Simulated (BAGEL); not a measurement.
# BSiNH6O (SMILES NBO[SiH3]): B3LYP/def2-SVP (density fitting with qzvpp-jkfit)

Aim: the energy change on altering one bond length of BSiNH6O at B3LYP/def2-SVP (density fitting with qzvpp-jkfit), from 2 runs. 

The calculation is run with BAGEL 1.2.2.

2 further runs of the same task are left out: 2 set aside as unsound or not needed.

### Step 1. The molecule

BSiNH6O has 10 atoms, charge 0, and is taken as a singlet. As SMILES, `NBO[SiH3]`. Geometry: relaxed at PBE0-D4/def2-TZVP. This is one conformer, not always the lowest.

Bond lengths: N1–B2 1.395 Å, B2–O3 1.370 Å, O3–Si4 1.641 Å, N1–H5 1.003 Å, N1–H6 1.006 Å, B2–H7 1.202 Å, Si4–H8 1.485 Å, Si4–H9 1.485 Å, Si4–H10 1.487 Å. Some angles: N1–B2–O3 119.4°, B2–O3–Si4 132.6°, N1–B2–H7 119.7°, O3–B2–H7 120.9°, B2–N1–H5 122.6°, B2–N1–H6 122.7°, O3–Si4–H8 108.9°, O3–Si4–H9 108.9°, O3–Si4–H10 110.8°, H5–N1–H6 114.7°.

### Step 2. A single-point energy at B3LYP/def2-SVP (density fitting with qzvpp-jkfit)

File dft.json:

```json
{ "bagel": [

{
  "title": "molecule",
  "basis": "svp",
  "df_basis": "qzvpp-jkfit",
  "angstrom": "true",
  "geometry": [
    { "atom": "N", "xyz": [      -1.386100,       1.603800,      -0.346500 ] },
    { "atom": "B", "xyz": [      -0.205000,       0.862600,      -0.300600 ] },
    { "atom": "O", "xyz": [      -0.228700,      -0.407700,       0.212700 ] },
    { "atom": "Si", "xyz": [       0.936300,      -1.545100,       0.418500 ] },
    { "atom": "H", "xyz": [      -1.425000,       2.537300,      -0.712000 ] },
    { "atom": "H", "xyz": [      -2.265800,       1.244400,      -0.015900 ] },
    { "atom": "H", "xyz": [       0.817400,       1.344200,      -0.710600 ] },
    { "atom": "H", "xyz": [       1.027100,      -1.884200,       1.861000 ] },
    { "atom": "H", "xyz": [       0.560400,      -2.761900,      -0.344400 ] },
    { "atom": "H", "xyz": [       2.252600,      -1.044600,      -0.059300 ] }
  ]
},

{
  "title": "ks",
  "xc_func": "b3lyp"
},

{
  "title": "print",
  "file": "orbitals.molden",
  "orbitals": "true"
}

]}
```

Run with:

```
$ BAGEL_NUM_THREADS=1 BAGEL dft.json > dft.out
```

Standard output:

```text
* using 1 threads per process

  ===============================================================
  ===============================================================

  *** Geometry ***

  { "atom" : "N", "xyz" : [     -2.619349,      3.030743,     -0.654790 ] },
  { "atom" : "B", "xyz" : [     -0.387394,      1.630078,     -0.568052 ] },
  { "atom" : "O", "xyz" : [     -0.432180,     -0.770441,      0.401945 ] },
  { "atom" : "Si", "xyz" : [      1.769351,     -2.919816,      0.790850 ] },
  { "atom" : "H", "xyz" : [     -2.692860,      4.794802,     -1.345485 ] },
  { "atom" : "H", "xyz" : [     -4.281741,      2.351575,     -0.030047 ] },
  { "atom" : "H", "xyz" : [      1.544662,      2.540170,     -1.342839 ] },
  { "atom" : "H", "xyz" : [      1.940938,     -3.560622,      3.516780 ] },
  { "atom" : "H", "xyz" : [      1.059003,     -5.219235,     -0.650822 ] },
  { "atom" : "H", "xyz" : [      4.256797,     -1.974008,     -0.112061 ] },

  Number of auxiliary basis functions:      465

  Since a DF basis is specified, we compute 2- and 3-index integrals:
    o Being stored without compression. Storage requirement is 0.030 GB

  Number of basis functions:       90
  Number of electrons      :       40

    * METHOD: MOLECULE                             0.18

  *** Kohn-Sham DFT ***

    * Removing 17720 points whose weight is below 1.00e-10
    * Grid points: 131340

  === Nuclear Repulsion ===
   154.8060623085

       - DIIS with orbital gradients will be used.

  === KS iteration (b3lyp / svp) ===
      0       -416.36594264          0.13979923           0.35
      1       -406.30558379          0.13838609           0.33
      2       -396.19610785          0.16869193           0.33
      3       -439.76805650          0.10049336           0.33
      4       -446.95622609          0.04168146           0.33
      5       -447.55686099          0.02627879           0.33
      6       -447.83689551          0.00776771           0.33
      7       -447.86144496          0.00336389           0.33
      8       -447.86642678          0.00110140           0.33
      9       -447.86698460          0.00014000           0.33
     10       -447.86699308          0.00001748           0.33
     11       -447.86699314          0.00001385           0.33
     12       -447.86699323          0.00000186           0.33
     13       -447.86699323          0.00000035           0.33
     14       -447.86699323          0.00000020           0.33
     15       -447.86699323          0.00000008           0.33
     16       -447.86699323          0.00000001           0.33
     17       -447.86699323          0.00000000           0.33
    * SCF iteration converged.

    * Permanent dipole moment:
           (    0.409217,    -0.398317,     0.072906) a.u.

    * METHOD: KS                                   6.61

    * METHOD: PRINT                                0.01

  ===============================================================
```

Run time: 7.2 s. Hardware: 1 thread of Arm Neoverse V2, shared host; peak memory 0.53 GiB.

### Step 3. The distorted shape

File input.json:

```json
{ "bagel": [

{
  "title": "molecule",
  "basis": "svp",
  "df_basis": "qzvpp-jkfit",
  "angstrom": true,
  "geometry": [
    { "atom": "N", "xyz": [   -1.539497,    1.531543,   -0.284985 ] },
    { "atom": "B", "xyz": [   -0.358397,    0.790343,   -0.239085 ] },
    { "atom": "O", "xyz": [   -0.382097,   -0.479957,    0.274215 ] },
    { "atom": "Si", "xyz": [    0.782903,   -1.617357,    0.480015 ] },
    { "atom": "H", "xyz": [   -1.578397,    2.465043,   -0.650485 ] },
    { "atom": "H", "xyz": [   -2.419197,    1.172143,    0.045615 ] },
    { "atom": "H", "xyz": [    0.817400,    1.344200,   -0.710600 ] },
    { "atom": "H", "xyz": [    0.873703,   -1.956457,    1.922515 ] },
    { "atom": "H", "xyz": [    0.407003,   -2.834157,   -0.282885 ] },
    { "atom": "H", "xyz": [    2.099203,   -1.116857,    0.002215 ] }
  ]
},
{
  "title": "ks",
  "xc_func": "b3lyp"
},
{
  "title": "print",
  "file": "orbitals.molden",
  "orbitals": true
}

]}
```

Run with:

```
$ BAGEL_NUM_THREADS=1 BAGEL input.json > input.out
```

Standard output:

```text
* using 1 threads per process

  ===============================================================
  ===============================================================

  *** Geometry ***

  { "atom" : "N", "xyz" : [     -2.909228,      2.894197,     -0.538544 ] },
  { "atom" : "B", "xyz" : [     -0.677272,      1.493532,     -0.451805 ] },
  { "atom" : "O", "xyz" : [     -0.722059,     -0.906987,      0.518191 ] },
  { "atom" : "Si", "xyz" : [      1.479472,     -3.056362,      0.907097 ] },
  { "atom" : "H", "xyz" : [     -2.982738,      4.658256,     -1.229238 ] },
  { "atom" : "H", "xyz" : [     -4.571620,      2.215029,      0.086200 ] },
  { "atom" : "H", "xyz" : [      1.544662,      2.540170,     -1.342839 ] },
  { "atom" : "H", "xyz" : [      1.651059,     -3.697168,      3.633027 ] },
  { "atom" : "H", "xyz" : [      0.769124,     -5.355781,     -0.534575 ] },
  { "atom" : "H", "xyz" : [      3.966919,     -2.110554,      0.004186 ] },

  Number of auxiliary basis functions:      465

  Since a DF basis is specified, we compute 2- and 3-index integrals:
    o Being stored without compression. Storage requirement is 0.030 GB

  Number of basis functions:       90
  Number of electrons      :       40

    * METHOD: MOLECULE                             0.18

  *** Kohn-Sham DFT ***

    * Removing 17535 points whose weight is below 1.00e-10
    * Grid points: 131525

  === Nuclear Repulsion ===
   154.2028073001

       - DIIS with orbital gradients will be used.

  === KS iteration (b3lyp / svp) ===
      0       -416.23335846          0.13934840           0.35
      1       -406.13449305          0.13764209           0.33
      2       -396.33378162          0.16730234           0.33
      3       -439.69749079          0.10025466           0.33
      4       -446.77814008          0.04475566           0.33
      5       -447.58611758          0.02416165           0.34
      6       -447.82003631          0.00880258           0.33
      7       -447.85333902          0.00301988           0.34
      8       -447.85717899          0.00124056           0.34
      9       -447.85789260          0.00019315           0.33
     10       -447.85790934          0.00002215           0.34
     11       -447.85790965          0.00000249           0.34
     12       -447.85790965          0.00000108           0.34
     13       -447.85790965          0.00000027           0.34
     14       -447.85790965          0.00000006           0.34
     15       -447.85790965          0.00000006           0.34
     16       -447.85790965          0.00000001           0.34
     17       -447.85790965          0.00000000           0.33
    * SCF iteration converged.

    * Permanent dipole moment:
           (    0.500241,    -0.336453,     0.028821) a.u.

    * METHOD: KS                                   6.73

    * METHOD: PRINT                                0.01

  ===============================================================
```

It took 7.2 s on 1 thread of Arm Neoverse V2, shared host; peak memory 0.53 GiB.

### Step 4. What came out

Level: B3LYP/def2-SVP (density fitting with qzvpp-jkfit).

| quantity | value |
| --- | --- |
| first shape: total energy | -447.86699 Eh |
| first shape: dipole moment | 1.46 D |
| first shape: HOMO energy | -7.47 eV |
| first shape: LUMO energy | 0.93 eV |
| first shape: HOMO–LUMO gap | 8.40 eV |
| distorted shape: total energy | -447.85791 Eh |
| distorted shape: dipole moment | 1.53 D |
| distorted shape: HOMO energy | -7.57 eV |
| distorted shape: LUMO energy | 0.91 eV |
| distorted shape: HOMO–LUMO gap | 8.47 eV |
| energy change with the B2–H7 bond stretched from 1.202 to 1.383 Å | 0.247 eV |

In words: With the B2–H7 bond stretched from 1.202 to 1.383 Å the energy rises by 0.25 eV (23.8 kJ/mol). The first shape isn't relaxed at this level, so the change isn't measured from a minimum.
